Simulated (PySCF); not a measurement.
# C₂H₁₀AlNO: geometry, spin-spin couplings

What spin-spin couplings should C₂H₁₀AlNO (`CC[O][AlH2-][NH3+]`) show?

Programs: PySCF 2.14.0, with density-fitted response routines of our own. Each step states its level of theory. These are calculated values for one molecule in the gas phase, unless marked as measured. Atoms count from 0, in the outputs and in this text.

### Step 1. Starting geometry

15 atoms, charge 0, multiplicity 1; geometry from: GFN2-xTB. The atoms were then displaced at random by about 0.01 Å, so the start is not that level's minimum.

Bonds of the start (Å): C0–C1 1.54, C1–O2 1.40, O2–Al3 1.62, Al3–N4 2.12, C0–H5 1.11, C0–H6 1.07, C0–H7 1.09, C1–H8 1.12, C1–H9 1.10, Al3–H10 1.57, Al3–H11 1.55, N4–H12 1.00, N4–H13 1.03, N4–H14 1.01.

### Step 2. Relaxing the molecule at PBE0-D3(BJ)/def2-SVP

What the job is given:

```
{"job": {"xc": "PBE0", "basis": "def2-SVP", "d3": "d3bj", "grid": 1, "shake": 0.01, "kind": "geom"}, "charge": 0, "multiplicity": 1}
C      2.362020    -0.534970    -0.636880
C      1.420140    -0.502590     0.575930
O      0.253520     0.240230     0.333580
Al    -0.967540     1.226410    -0.057800
N     -2.602420    -0.119870     0.072880
H      2.626190     0.513660    -0.892120
H      3.242920    -1.099180    -0.436870
H      1.831290    -0.929200    -1.497700
H      1.959600    -0.063700     1.454530
H      1.143100    -1.532950     0.844920
H     -1.467640     2.221640     1.048530
H     -1.163500     1.586620    -1.548560
H     -2.528590    -0.827520    -0.632580
H     -2.638580    -0.550460     1.006790
H     -3.485840     0.354500    -0.066400
```

On the command line:

```
$ OMP_NUM_THREADS=1 python probes_run.py task.json out
```

The driver reads the jobs from task.json and runs them one after another.

What it wrote:

```text
step   0  E = -454.10145480  max force = 0.062662
step   1  E = -454.11104400  max force = 0.016053
step   2  E = -454.11168739  max force = 0.003872
step   3  E = -454.11197784  max force = 0.005059
step   4  E = -454.11238187  max force = 0.008842
step   5  E = -454.11289365  max force = 0.010913
step   6  E = -454.11325265  max force = 0.007405
step   7  E = -454.11350463  max force = 0.001111
step   8  E = -454.11353556  max force = 0.001381
step   9  E = -454.11358154  max force = 0.001526
step  10  E = -454.11365330  max force = 0.002090
step  11  E = -454.11373699  max force = 0.002235
step  12  E = -454.11382792  max force = 0.001230
step  13  E = -454.11388252  max force = 0.000424
step  14  E = -454.11391743  max force = 0.000720
step  15  E = -454.11395383  max force = 0.001062
step  16  E = -454.11398218  max force = 0.000810
step  17  E = -454.11399416  max force = 0.000290
optimisation converged
```

It took 98 s on 1 thread of Arm Neoverse V2, shared host; peak memory 0.51 GiB.

Along the way:

| step | energy from step 0 (eV) | largest force component (eV/Å) |
| --- | --- | --- |
| 0 | 0.0000 | 3.2222 |
| 1 | -0.2609 | 0.8255 |
| 2 | -0.2784 | 0.1991 |
| 3 | -0.2863 | 0.2601 |
| 4 | -0.2973 | 0.4547 |
| 5 | -0.3113 | 0.5612 |
| 6 | -0.3210 | 0.3808 |
| 7 | -0.3279 | 0.0571 |
| 8 | -0.3287 | 0.0710 |
| 9 | -0.3300 | 0.0785 |
| 10 | -0.3319 | 0.1075 |
| 11 | -0.3342 | 0.1149 |
| 12 | -0.3367 | 0.0632 |
| 13 | -0.3382 | 0.0218 |
| 14 | -0.3391 | 0.0370 |
| 15 | -0.3401 | 0.0546 |
| 16 | -0.3409 | 0.0417 |
| 17 | -0.3412 | 0.0149 |

Distances of close pairs at the start and the end, largest changes first:

| bond | before (Å) | after (Å) | change (Å) |
| --- | --- | --- | --- |
| O2–Al3 | 1.618 | 1.742 | +0.125 |
| Al3–N4 | 2.122 | 2.047 | -0.075 |
| Al3–H11 | 1.546 | 1.604 | +0.058 |
| Al3–H10 | 1.570 | 1.607 | +0.037 |
| C0–H6 | 1.065 | 1.102 | +0.037 |
| N4–H12 | 1.002 | 1.021 | +0.019 |
| C1–O2 | 1.404 | 1.386 | -0.019 |
| C0–C1 | 1.536 | 1.519 | -0.017 |

The next job starts from the end point, and lists it.

| at the end point | value |
| --- | --- |
| point group (found at 0.08 Å tolerance) | C1 |
| rotational constants (GHz, main isotopes) | 8.845, 1.757, 1.611 |
| dipole moment (D) | 4.80 |

### Step 3. J couplings: B3LYP/cc-pVTZ

What the job is given:

```
{"job": {"kind": "j", "xc": "B3LYP", "basis": "cc-pVTZ"}, "charge": 0, "multiplicity": 1}
C      2.288519    -0.312315    -0.711119
C      1.404030    -0.580656     0.494606
O      0.057523    -0.389218     0.230058
Al    -0.949917     0.988160    -0.120970
N     -2.657573    -0.077502     0.252231
H      2.193573     0.734454    -1.044276
H      3.349339    -0.499906    -0.480060
H      1.996865    -0.958023    -1.554017
H      1.743649     0.056169     1.339403
H      1.561686    -1.626224     0.825927
H     -1.014529     2.136407     1.000902
H     -1.164916     1.398490    -1.657026
H     -2.842950    -0.732438    -0.508710
H     -2.475999    -0.634090     1.089647
H     -3.501191     0.474916     0.407003
```

With the program's defaults for keys left out, this is: B3LYP/cc-pVTZ indirect spin-spin coupling, non-relativistic, gas phase.

What it wrote:

```text
coarse grid: 12144 points
cycle   1  E = -454.6738237536  dE =  1.669e-01  |g| = 9.026e-01  |ddm| = 7.486e+00
cycle   2  E = -454.1729723590  dE =  5.009e-01  |g| = 1.801e+00  |ddm| = 4.078e+00
cycle   3  E = -454.8234052311  dE = -6.504e-01  |g| = 2.006e-01  |ddm| = 3.098e+00
cycle   4  E = -454.8300754437  dE = -6.670e-03  |g| = 9.805e-02  |ddm| = 3.969e-01
cycle   5  E = -454.8320300514  dE = -1.955e-03  |g| = 1.570e-02  |ddm| = 1.561e-01
cycle   6  E = -454.8320812048  dE = -5.115e-05  |g| = 5.203e-03  |ddm| = 2.916e-02
cycle   7  E = -454.8320866142  dE = -5.409e-06  |g| = 1.128e-03  |ddm| = 8.997e-03
final grid: 110232 points
cycle   8  E = -454.8273936691  dE = -6.609e-05  |g| = 6.850e-03  |ddm| = 8.476e-02
cycle   9  E = -454.8273852588  dE =  8.410e-06  |g| = 9.418e-03  |ddm| = 2.358e-02
cycle  10  E = -454.8274032376  dE = -1.798e-05  |g| = 9.883e-04  |ddm| = 1.314e-02
cycle  11  E = -454.8274033757  dE = -1.381e-07  |g| = 4.253e-04  |ddm| = 1.735e-03
cycle  12  E = -454.8274034085  dE = -3.280e-08  |g| = 6.804e-05  |ddm| = 6.130e-04
cycle  13  E = -454.8274034091  dE = -6.402e-10  |g| = 3.028e-05  |ddm| = 1.245e-04
converged SCF energy = -454.8274034091

Indirect spin-spin couplings (Hz)
  i      j    bonds     total        FC       PSO       DSO        SD
  0 C    1 C    1     27.053    27.350    -0.493     0.195         -
  0 C    2 O    2     -1.072    -1.593     0.520     0.000         -
  0 C    3 Al   3      0.122     0.163    -0.022    -0.020         -
  0 C    5 H    1    116.494   114.415     1.435     0.644         -
  0 C    6 H    1    114.473   112.380     1.504     0.588         -
  0 C    7 H    1    118.357   116.359     1.371     0.626         -
  0 C    8 H    2     -0.592    -0.461     0.047    -0.177         -
  0 C    9 H    2     -1.231    -1.107     0.062    -0.186         -
  0 C   10 H    4      0.182     0.249     0.087    -0.154         -
  0 C   11 H    4     -0.589    -0.589     0.006    -0.005         -
  1 C    2 O    1     19.136    19.362    -0.093    -0.133         -
  1 C    3 Al   2      2.248     2.471    -0.149    -0.074         -
  1 C    4 N    3     -0.726    -0.730    -0.013     0.025    -0.008
  1 C    5 H    2     -4.662    -4.620     0.077    -0.119         -
  1 C    6 H    2      0.355     0.345     0.153    -0.143         -
  1 C    7 H    2     -4.949    -4.910     0.086    -0.125         -
  1 C    8 H    1    124.292   122.888     0.434     0.970         -
  1 C    9 H    1    129.497   128.125     0.419     0.952         -
  1 C   10 H    3     -0.100    -0.032     0.074    -0.142         -
  1 C   11 H    3     -0.142    -0.027     0.142    -0.256         -
  1 C   14 H    4      0.306     0.398     0.276    -0.368         -
  2 O    4 N    2      4.778     4.883    -0.104     0.010    -0.011
  2 O    5 H    3     -1.185    -1.080    -0.104     0.000         -
  2 O    6 H    3     -6.144    -6.404     0.015     0.245         -
  2 O    7 H    3     -0.986    -0.905    -0.059    -0.022         -
  2 O    8 H    2     -1.953    -1.365    -0.689     0.101         -
  2 O    9 H    2     -7.398    -6.766    -0.709     0.077         -
  2 O   10 H    2     -5.096    -5.370     0.146     0.128         -
  2 O   11 H    2     -6.886    -7.099     0.083     0.130         -
  2 O   12 H    3      0.202     0.274    -0.038    -0.034         -
  2 O   13 H    3     -0.447    -0.338     0.062    -0.171         -
  2 O   14 H    3     -4.122    -4.204    -0.141     0.223         -
  3 Al   4 N    1      1.743     1.984     0.317    -0.037    -0.522
  3 Al   6 H    4     -0.335    -0.283     0.235    -0.288         -
  3 Al   8 H    3      0.835     0.966    -0.010    -0.121         -
  3 Al   9 H    3     11.143    11.048     0.562    -0.467         -
  3 Al  10 H    1    202.625   204.041    -1.754     0.338         -
  3 Al  11 H    1    211.222   212.651    -1.766     0.337         -
  3 Al  12 H    2     -3.047    -3.005     0.170    -0.213         -
  3 Al  13 H    2     -2.770    -2.896     0.294    -0.168         -
  3 Al  14 H    2     -0.034     0.038     0.204    -0.276         -
  4 N   10 H    2     -7.399    -7.456     0.037     0.024    -0.005
  4 N   11 H    2     -8.866    -8.923     0.043     0.020    -0.006
  4 N   12 H    1    -57.931   -55.035    -2.617    -0.209    -0.070
  4 N   13 H    1    -58.002   -55.199    -2.523    -0.218    -0.062
  4 N   14 H    1    -58.743   -55.798    -2.670    -0.197    -0.077
  5 H    6 H    2    -11.673   -11.697     2.516    -2.492         -
  5 H    7 H    2    -10.138   -10.211     2.412    -2.339         -
  5 H    8 H    3      5.076     5.036     0.478    -0.437         -
  5 H    9 H    3     13.095    13.546     2.357    -2.807         -
  5 H   11 H    5      0.467     0.328    -0.564     0.703         -
  5 H   12 H    6     -0.192    -0.001     0.362    -0.553         -
  5 H   13 H    6     -0.221     0.016     0.569    -0.806         -
  5 H   14 H    6     -0.283     0.006     0.596    -0.884         -
  6 H    7 H    2    -11.299   -11.282     2.562    -2.579         -
  6 H    8 H    3      1.706     1.665     0.435    -0.394         -
  6 H    9 H    3      1.976     1.951     0.441    -0.416         -
  6 H   12 H    6     -0.161    -0.006     0.624    -0.779         -
  7 H    8 H    3     12.805    13.252     2.356    -2.803         -
  7 H    9 H    3      4.888     4.887     0.502    -0.501         -
  7 H   10 H    5     -0.385    -0.003     0.632    -1.014         -
  7 H   14 H    6     -0.199     0.015     0.679    -0.893         -
  8 H    9 H    2    -10.195   -10.176     1.773    -1.792         -
  8 H   10 H    4      0.178     0.099    -0.332     0.412         -
  8 H   11 H    4     -0.328     0.163     0.661    -1.151         -
  8 H   12 H    5     -0.219     0.035     0.914    -1.168         -
  8 H   14 H    5     -0.245     0.023     0.812    -1.080         -
  9 H   10 H    4     -0.266     0.040     0.880    -1.186         -
  9 H   11 H    4      0.271     0.653     0.960    -1.342         -
  9 H   14 H    5     -0.277    -0.058     0.964    -1.183         -
 10 H   11 H    2     25.652    26.914     0.406    -1.667         -
 10 H   12 H    3      3.594     4.343     1.388    -2.137         -
 10 H   13 H    3     -0.345    -0.180     0.272    -0.437         -
 10 H   14 H    3     -0.034    -0.036     0.090    -0.088         -
 11 H   12 H    3      0.540     0.483    -0.096     0.153         -
 11 H   13 H    3      2.810     3.562     1.351    -2.103         -
 11 H   14 H    3     -0.404    -0.201     0.518    -0.720         -
 12 H   13 H    2    -11.058   -11.502     4.763    -4.318         -
 12 H   14 H    2    -10.319   -10.717     5.028    -4.630         -
 13 H   14 H    2     -9.927   -10.308     4.997    -4.616         -
```

It took 63 s on 1 thread of Arm Neoverse V2, shared host; peak memory 1.1 GiB.

The basis is not made for couplings: without tight functions at the nuclei these values are rough.

Couplings of 1 Hz or more, nine at most for each number of bonds, with means over like pairs (isotopes 27Al, 13C, 1H, 15N, 17O):

| pair | bonds | J (Hz) | Fermi contact (Hz) |
| --- | --- | --- | --- |
| Al3–H10 | 1 | 206.9 | 208.3 |
| C1–H8 | 1 | 126.9 | 125.5 |
| C0–H5 | 1 | 116.4 | 114.4 |
| N4–H12 | 1 | -58.2 | -55.3 |
| C0–C1 | 1 | 27.1 | 27.4 |
| C1–O2 | 1 | 19.1 | 19.4 |
| Al3–N4 | 1 | 1.7 | 2.0 |
| H10–H11 | 2 | 25.7 | 26.9 |
| H5–H6 | 2 | -11.0 | -11.1 |
| H12–H13 | 2 | -10.4 | -10.8 |
| H8–H9 | 2 | -10.2 | -10.2 |
| N4–H10 | 2 | -8.1 | -8.2 |
| O2–H10 | 2 | -6.0 | -6.2 |
| O2–N4 | 2 | 4.8 | 4.9 |
| O2–H8 | 2 | -4.7 | -4.1 |
| C1–H5 | 2 | -3.1 | -3.1 |
| H5–H8 | 3 | 6.6 | 6.7 |
| Al3–H8 | 3 | 6.0 | 6.0 |
| O2–H5 | 3 | -2.8 | -2.8 |
| O2–H12 | 3 | -1.5 | -1.4 |
| H10–H12 | 3 | 1.0 | 1.3 |

The spin-dipole term was solved for some atoms only; pairs without it lack that part.

The response was solved for the nuclei of C, H, N alone, so couplings that need other nuclei can be missing.

Quadrupole couplings from the field gradients of the same density:

| atom | isotope | eQq/h (MHz) | η |
| --- | --- | --- | --- |
| Al3 | 27Al | 23.8 | 0.32 |
| O2 | 17O | -9.710 | 0.25 |
| N4 | 14N | -3.103 | 0.04 |

### Step 4. Spin-spin couplings: B3LYP/6-31G*

Settings changed since step 3:

```diff
@@ -1,2 +1,2 @@
-{"job": {"kind": "j", "xc": "B3LYP", "basis": "cc-pVTZ"}, "charge": 0, "multiplicity": 1}
+{"job": {"kind": "j", "xc": "B3LYP", "basis": "6-31G*"}, "charge": 0, "multiplicity": 1}
 C      2.288519    -0.312315    -0.711119
```

Method: B3LYP/6-31G* indirect spin-spin coupling, non-relativistic, gas phase.

What it wrote:

```text
coarse grid: 12144 points
cycle   1  E = -454.6044852314  dE =  1.826e-01  |g| = 8.401e-01  |ddm| = 3.093e+00
cycle   2  E = -454.2051729747  dE =  3.993e-01  |g| = 1.610e+00  |ddm| = 2.586e+00
cycle   3  E = -454.7462496716  dE = -5.411e-01  |g| = 1.698e-01  |ddm| = 2.022e+00
cycle   4  E = -454.7515081465  dE = -5.258e-03  |g| = 7.915e-02  |ddm| = 1.980e-01
cycle   5  E = -454.7529098058  dE = -1.402e-03  |g| = 1.209e-02  |ddm| = 6.522e-02
cycle   6  E = -454.7529439610  dE = -3.416e-05  |g| = 4.149e-03  |ddm| = 1.273e-02
cycle   7  E = -454.7529478973  dE = -3.936e-06  |g| = 5.281e-04  |ddm| = 3.349e-03
final grid: 110232 points
cycle   8  E = -454.6998423758  dE = -1.500e-05  |g| = 6.279e-03  |ddm| = 1.266e-02
cycle   9  E = -454.6998359732  dE =  6.403e-06  |g| = 8.342e-03  |ddm| = 1.117e-02
cycle  10  E = -454.6998517128  dE = -1.574e-05  |g| = 5.624e-04  |ddm| = 6.034e-03
cycle  11  E = -454.6998517738  dE = -6.103e-08  |g| = 1.730e-04  |ddm| = 6.405e-04
cycle  12  E = -454.6998517792  dE = -5.331e-09  |g| = 5.008e-05  |ddm| = 1.744e-04
cycle  13  E = -454.6998517796  dE = -4.835e-10  |g| = 1.500e-05  |ddm| = 4.593e-05
converged SCF energy = -454.6998517796

Indirect spin-spin couplings (Hz)
  i      j    bonds     total        FC       PSO       DSO        SD
  0 C    1 C    1     50.262    50.490    -0.423     0.195         -
  0 C    2 O    2     -1.870    -2.315     0.447    -0.001         -
  0 C    3 Al   3      0.078     0.110    -0.012    -0.020         -
  0 C    5 H    1    140.586   138.887     0.992     0.707         -
  0 C    6 H    1    135.872   134.149     1.069     0.654         -
  0 C    7 H    1    142.625   140.999     0.936     0.690         -
  0 C    8 H    2     -0.056     0.035     0.077    -0.168         -
  0 C    9 H    2     -0.638    -0.559     0.097    -0.176         -
  0 C   10 H    4      0.185     0.274     0.064    -0.153         -
  0 C   11 H    4     -0.467    -0.466     0.004    -0.005         -
  1 C    2 O    1      5.449     5.796    -0.205    -0.142         -
  1 C    3 Al   2      1.771     2.020    -0.176    -0.074         -
  1 C    4 N    3     -0.691    -0.700    -0.010     0.025    -0.007
  1 C    5 H    2     -4.242    -4.195     0.062    -0.109         -
  1 C    6 H    2      0.572     0.560     0.148    -0.135         -
  1 C    7 H    2     -4.537    -4.492     0.070    -0.115         -
  1 C    8 H    1    148.699   147.472     0.202     1.025         -
  1 C    9 H    1    152.017   150.837     0.170     1.010         -
  1 C   10 H    3     -0.125    -0.024     0.037    -0.139         -
  1 C   11 H    3     -0.186    -0.025     0.092    -0.253         -
  1 C   12 H    4     -0.180    -0.079     0.140    -0.241         -
  1 C   14 H    4      0.249     0.417     0.196    -0.364         -
  2 O    4 N    2      4.643     4.729    -0.084     0.009    -0.011
  2 O    5 H    3     -1.185    -1.109    -0.069    -0.007         -
  2 O    6 H    3     -6.028    -6.320     0.054     0.238         -
  2 O    7 H    3     -1.014    -0.972    -0.015    -0.027         -
  2 O    8 H    2     -2.971    -2.549    -0.507     0.085         -
  2 O    9 H    2     -8.158    -7.672    -0.549     0.063         -
  2 O   10 H    2     -5.124    -5.391     0.142     0.125         -
  2 O   11 H    2     -6.808    -7.009     0.074     0.128         -
  2 O   12 H    3      0.133     0.201    -0.036    -0.032         -
  2 O   13 H    3     -0.402    -0.277     0.041    -0.166         -
  2 O   14 H    3     -3.816    -3.927    -0.112     0.223         -
  3 Al   4 N    1     -2.003    -1.640     0.096    -0.036    -0.424
  3 Al   6 H    4     -0.414    -0.300     0.170    -0.285         -
  3 Al   7 H    4     -0.170    -0.074     0.009    -0.105         -
  3 Al   8 H    3      0.445     0.629    -0.066    -0.118         -
  3 Al   9 H    3      9.083     9.188     0.358    -0.463         -
  3 Al  10 H    1    210.204   211.016    -1.176     0.364         -
  3 Al  11 H    1    218.919   219.718    -1.163     0.364         -
  3 Al  12 H    2     -2.916    -2.455    -0.256    -0.205         -
  3 Al  13 H    2     -2.715    -2.344    -0.211    -0.160         -
  3 Al  14 H    2     -0.453    -0.112    -0.074    -0.268         -
  4 N   10 H    2     -6.458    -6.501     0.027     0.024    -0.008
  4 N   11 H    2     -7.892    -7.935     0.032     0.021    -0.010
  4 N   12 H    1    -67.198   -64.709    -2.166    -0.251    -0.072
  4 N   13 H    1    -67.417   -64.997    -2.091    -0.259    -0.070
  4 N   14 H    1    -66.856   -64.323    -2.211    -0.241    -0.081
  5 H    6 H    2    -15.334   -14.345     1.381    -2.370         -
  5 H    7 H    2    -14.633   -13.718     1.303    -2.218         -
  5 H    8 H    3      4.533     4.779     0.147    -0.393         -
  5 H    9 H    3     12.358    13.496     1.621    -2.759         -
  5 H   11 H    5      0.746     0.463    -0.418     0.701         -
  5 H   12 H    6     -0.303    -0.001     0.248    -0.550         -
  5 H   13 H    6     -0.379     0.014     0.409    -0.802         -
  5 H   14 H    6     -0.465     0.003     0.409    -0.877         -
  6 H    7 H    2    -15.094   -14.048     1.408    -2.454         -
  6 H    8 H    3      1.191     1.427     0.116    -0.352         -
  6 H    9 H    3      1.376     1.631     0.118    -0.373         -
  6 H   10 H    5     -0.275     0.116     0.397    -0.788         -
  6 H   11 H    5     -0.355     0.014     0.451    -0.820         -
  6 H   12 H    6     -0.335    -0.006     0.443    -0.772         -
  6 H   13 H    6     -0.293     0.017     0.460    -0.770         -
  6 H   14 H    6     -0.319     0.127     0.560    -1.006         -
  7 H    8 H    3     12.263    13.394     1.626    -2.757         -
  7 H    9 H    3      4.367     4.660     0.165    -0.458         -
  7 H   10 H    5     -0.600     0.000     0.403    -1.003         -
  7 H   13 H    6     -0.225     0.001     0.302    -0.528         -
  7 H   14 H    6     -0.398     0.013     0.474    -0.885         -
  8 H    9 H    2    -12.812   -12.081     0.939    -1.670         -
  8 H   10 H    4      0.429     0.309    -0.295     0.415         -
  8 H   11 H    4     -0.565     0.173     0.398    -1.136         -
  8 H   12 H    5     -0.468     0.045     0.644    -1.157         -
  8 H   14 H    5     -0.498     0.016     0.555    -1.069         -
  9 H   10 H    4     -0.520     0.061     0.591    -1.172         -
  9 H   12 H    5     -0.212    -0.003     0.293    -0.503         -
  9 H   14 H    5     -0.557    -0.063     0.675    -1.170         -
 10 H   11 H    2     27.370    28.962     0.025    -1.617         -
 10 H   12 H    3      3.468     4.671     0.901    -2.104         -
 10 H   13 H    3     -0.425    -0.096     0.084    -0.413         -
 10 H   14 H    3     -0.023     0.075    -0.032    -0.066         -
 11 H   12 H    3      0.541     0.538    -0.170     0.173         -
 11 H   13 H    3      2.670     3.868     0.872    -2.071         -
 11 H   14 H    3     -0.536    -0.111     0.269    -0.694         -
 12 H   13 H    2    -13.736   -12.545     2.949    -4.141         -
 12 H   14 H    2    -12.775   -11.478     3.150    -4.447         -
 13 H   14 H    2    -12.555   -11.247     3.126    -4.435         -
```

It took 10 s on 1 thread of Arm Neoverse V2, shared host; peak memory 0.55 GiB.

The basis is not made for couplings: without tight functions at the nuclei these values are rough.

In short: J(Al3,H10) 214.6 Hz, J(C1,H8) 150.4 Hz, J(C0,H5) 139.7 Hz (means over like pairs).

### Step 5. Run by run: spin-spin couplings

Couplings (Hz), each a mean over the pairs like the one named, with basis size and wall time:

| run | Al3–H10 | C1–H8 | C0–H5 | N4–H12 | C0–C1 | H10–H11 | C1–O2 | functions | time |
| --- | --- | --- | --- | --- | --- | --- | --- | --- | --- |
| B3LYP/cc-pVTZ | 206.9 | 126.9 | 116.4 | -58.2 | 27.1 | 25.7 | 19.1 | 294 | 63 s |
| B3LYP/6-31G* | 214.6 | 150.4 | 139.7 | -67.2 | 50.3 | 27.4 | 5.4 | 94 | 10 s |

### Step 6. What came out

| quantity | value |
| --- | --- |
| point group | C1 |
| rotational constants (main isotopes) | 8.85, 1.76, 1.61 GHz |
| largest coupling of the table (B3LYP/cc-pVTZ) | 1J(Al,H) Al3–H10, 206.9 Hz |
| range of J(Al3,H10), mean over like pairs | 206.9 to 214.6 Hz |

**Reading.** Over 17 steps the energy fell by 0.341 eV; of the close pairs, O2–Al3 changed most, 1.618 to 1.742 Å. Of the pairs tabulated at B3LYP/cc-pVTZ, Al3–H10 (mean over like pairs) couples most strongly (206.9 Hz; Fermi contact 208.3 Hz). Couplings across rotatable bonds belong to this one conformer; where others are populated, the observed values are averages. The coupling Al3–H10, as a mean over pairs of its kind, runs from 206.9 Hz (B3LYP/cc-pVTZ) to 214.6 Hz (B3LYP/6-31G*). Couplings from bases without tight functions are rough.
